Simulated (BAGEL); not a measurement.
**AlCNCl2 (AlCl2(CN)) at HF/3-21G (density fitting with qzvpp-jkfit)**

What is the vertical singlet–triplet gap of AlCNCl2 (AlCl2(CN)) at HF/3-21G (density fitting with qzvpp-jkfit)? 

The calculation is run with BAGEL 1.2.2.

### 1 The structure to begin with

The species is AlCNCl2 (5 atoms), meant as a singlet with charge 0. SMILES: `N#[C][Al]([Cl])[Cl]`. Geometry: a GFN2-xTB relaxation, a rough one for these elements and not checked as a minimum.

Bond lengths: Al1–Cl2 2.017 Å, Al1–Cl3 2.018 Å, Al1–C4 1.975 Å, C4–N5 1.149 Å. Angles: Cl2–Al1–Cl3 128.5°, Cl2–Al1–C4 115.7°, Cl3–Al1–C4 115.8°, Al1–C4–N5 179.9°.

### 2 The energy at HF/3-21G (density fitting with qzvpp-jkfit)

job.json

```json
{ "bagel": [

{
  "title": "molecule",
  "basis": "3-21g",
  "df_basis": "qzvpp-jkfit",
  "angstrom": true,
  "geometry": [
    { "atom": "Al", "xyz": [    0.333570,    0.579810,    0.007900 ] },
    { "atom": "Cl", "xyz": [    2.345090,    0.433060,    0.055720 ] },
    { "atom": "Cl", "xyz": [   -0.803880,    2.246160,   -0.020940 ] },
    { "atom": "C", "xyz": [   -0.650450,   -1.131930,   -0.014350 ] },
    { "atom": "N", "xyz": [   -1.224330,   -2.127090,   -0.028330 ] }
  ]
},
{ "title": "hf" },
{ "title": "print", "file": "orbitals.molden", "orbitals": true }

]}
```

Command:

```
BAGEL_NUM_THREADS=1 BAGEL job.json > job.out
```

Output:

```text
* using 1 threads per process

  ===============================================================
  ===============================================================

  *** Geometry ***

  { "atom" : "Al", "xyz" : [      0.630356,      1.095682,      0.014929 ] },
  { "atom" : "Cl", "xyz" : [      4.431578,      0.818365,      0.105296 ] },
  { "atom" : "Cl", "xyz" : [     -1.519113,      4.244627,     -0.039571 ] },
  { "atom" : "C", "xyz" : [     -1.229172,     -2.139038,     -0.027118 ] },
  { "atom" : "N", "xyz" : [     -2.313648,     -4.019618,     -0.053536 ] },

  Number of auxiliary basis functions:      536

  Since a DF basis is specified, we compute 2- and 3-index integrals:
    o Being stored without compression. Storage requirement is 0.014 GB

  Number of basis functions:       57
  Number of electrons      :       60

    * METHOD: MOLECULE                             0.19

  *** RHF ***

  === Nuclear Repulsion ===
   274.2693699397

      * DIIS with orbital gradients will be used.

  === RHF iteration (3-21g) ===
      0      -1246.99243580          0.01963565           0.06
      1      -1247.05335997          0.01786010           0.06
      2      -1247.12424922          0.00176867           0.06
      3      -1247.12583511          0.00054911           0.06
      4      -1247.12603184          0.00010891           0.06
      5      -1247.12604128          0.00003893           0.06
      6      -1247.12604244          0.00001847           0.06
      7      -1247.12604276          0.00000990           0.06
      8      -1247.12604289          0.00000348           0.06
      9      -1247.12604291          0.00000099           0.06
     10      -1247.12604291          0.00000051           0.06
     11      -1247.12604291          0.00000014           0.06
     12      -1247.12604291          0.00000004           0.06
     13      -1247.12604291          0.00000001           0.06
     14      -1247.12604291          0.00000001           0.06
    * SCF iteration converged.

    * Permanent dipole moment:
           (   -0.370325,    -0.643968,    -0.009445) a.u.

    * METHOD: HF                                   1.05

    * METHOD: PRINT                                0.01

  ===============================================================
```

Wall time 1.4 s (1 thread of Arm Neoverse V2, shared host); peak memory 0.1 GiB.

### 3 The triplet, same level

hf.json

```json
{ "bagel": [

{
  "title": "molecule",
  "basis": "3-21g",
  "df_basis": "qzvpp-jkfit",
  "angstrom": "true",
  "geometry": [
    { "atom": "Al", "xyz": [    0.333570,    0.579810,    0.007900 ] },
    { "atom": "Cl", "xyz": [    2.345090,    0.433060,    0.055720 ] },
    { "atom": "Cl", "xyz": [   -0.803880,    2.246160,   -0.020940 ] },
    { "atom": "C", "xyz": [   -0.650450,   -1.131930,   -0.014350 ] },
    { "atom": "N", "xyz": [   -1.224330,   -2.127090,   -0.028330 ] }
  ]
},
{ "title": "uhf", "nopen": 2 },
{ "title": "print", "file": "orbitals.molden", "orbitals": "true" }

]}
```

Command:

```
BAGEL_NUM_THREADS=1 BAGEL hf.json > hf.out
```

Output:

```text
* using 1 threads per process

  ===============================================================
  ===============================================================

  *** Geometry ***

  { "atom" : "Al", "xyz" : [      0.630356,      1.095682,      0.014929 ] },
  { "atom" : "Cl", "xyz" : [      4.431578,      0.818365,      0.105296 ] },
  { "atom" : "Cl", "xyz" : [     -1.519113,      4.244627,     -0.039571 ] },
  { "atom" : "C", "xyz" : [     -1.229172,     -2.139038,     -0.027118 ] },
  { "atom" : "N", "xyz" : [     -2.313648,     -4.019618,     -0.053536 ] },

  Number of auxiliary basis functions:      536

  Since a DF basis is specified, we compute 2- and 3-index integrals:
    o Being stored without compression. Storage requirement is 0.014 GB

  Number of basis functions:       57
  Number of electrons      :       60

    * METHOD: MOLECULE                             0.18

  *** Open-shell HF ***

  === Nuclear Repulsion ===
   274.2693699397

      * DIIS with orbital gradients will be used.

  === UHF iteration (3-21g) ===
      0      -1246.75133775          0.02909411           0.11
      1      -1246.79647716          0.03555258           0.10
      2      -1246.80247737          0.03640945           0.10
      3      -1246.89228795          0.00473039           0.10
      4      -1246.90570531          0.00349667           0.11
      5      -1246.91535832          0.00184638           0.11
      6      -1246.91675385          0.00129912           0.11
      7      -1246.91825205          0.00042760           0.11
      8      -1246.91842721          0.00026996           0.11
      9      -1246.91873385          0.00013169           0.11
     10      -1246.91889525          0.00007430           0.11
     11      -1246.91896513          0.00004793           0.11
     12      -1246.91898659          0.00003397           0.11
     13      -1246.91898969          0.00001388           0.11
     14      -1246.91899148          0.00000488           0.11
     15      -1246.91899152          0.00000339           0.11
     16      -1246.91899156          0.00000233           0.11
     17      -1246.91899156          0.00000142           0.11
     18      -1246.91899157          0.00000109           0.11
     19      -1246.91899157          0.00000090           0.11
     20      -1246.91899157          0.00000073           0.11
     21      -1246.91899157          0.00000054           0.11
     22      -1246.91899157          0.00000039           0.11
     23      -1246.91899157          0.00000022           0.11
     24      -1246.91899157          0.00000018           0.11
     25      -1246.91899157          0.00000016           0.11
     26      -1246.91899157          0.00000015           0.10
     27      -1246.91899157          0.00000012           0.11
     28      -1246.91899157          0.00000011           0.11
     29      -1246.91899157          0.00000009           0.11
     30      -1246.91899157          0.00000007           0.11
     31      -1246.91899157          0.00000005           0.11
     32      -1246.91899157          0.00000003           0.10
     33      -1246.91899157          0.00000002           0.11
     34      -1246.91899157          0.00000001           0.11
    * SCF iteration converged.

    * S^2 (UHF) is 2.1472

    * Permanent dipole moment:
           (    0.725933,     1.261097,     0.015892) a.u.

    * METHOD: UHF                                  3.86

    * METHOD: PRINT                                0.01

  ===============================================================
```

Wall time 4.2 s (1 thread of Arm Neoverse V2, shared host); peak memory 0.1 GiB.

### 4 Summary of results

Level: HF/3-21G (density fitting with qzvpp-jkfit).

| quantity | value |
| --- | --- |
| singlet: total energy | -1247.12604 Eh |
| singlet: dipole moment | 1.89 D |
| singlet: HOMO energy | -13.34 eV |
| singlet: LUMO energy | 0.42 eV |
| singlet: HOMO–LUMO gap | 13.77 eV |
| triplet: total energy | -1246.91899 Eh |
| triplet: dipole moment | 3.70 D |
| triplet: ⟨S²⟩ | 2.147 |
| vertical energy of the triplet above the singlet | 5.634 eV |

At this shape the triplet lies 5.63 eV (130 kcal/mol) above the singlet. ⟨S²⟩ (triplet) is 2.15 where a pure triplet has 2.00: the reference is spin-contaminated.
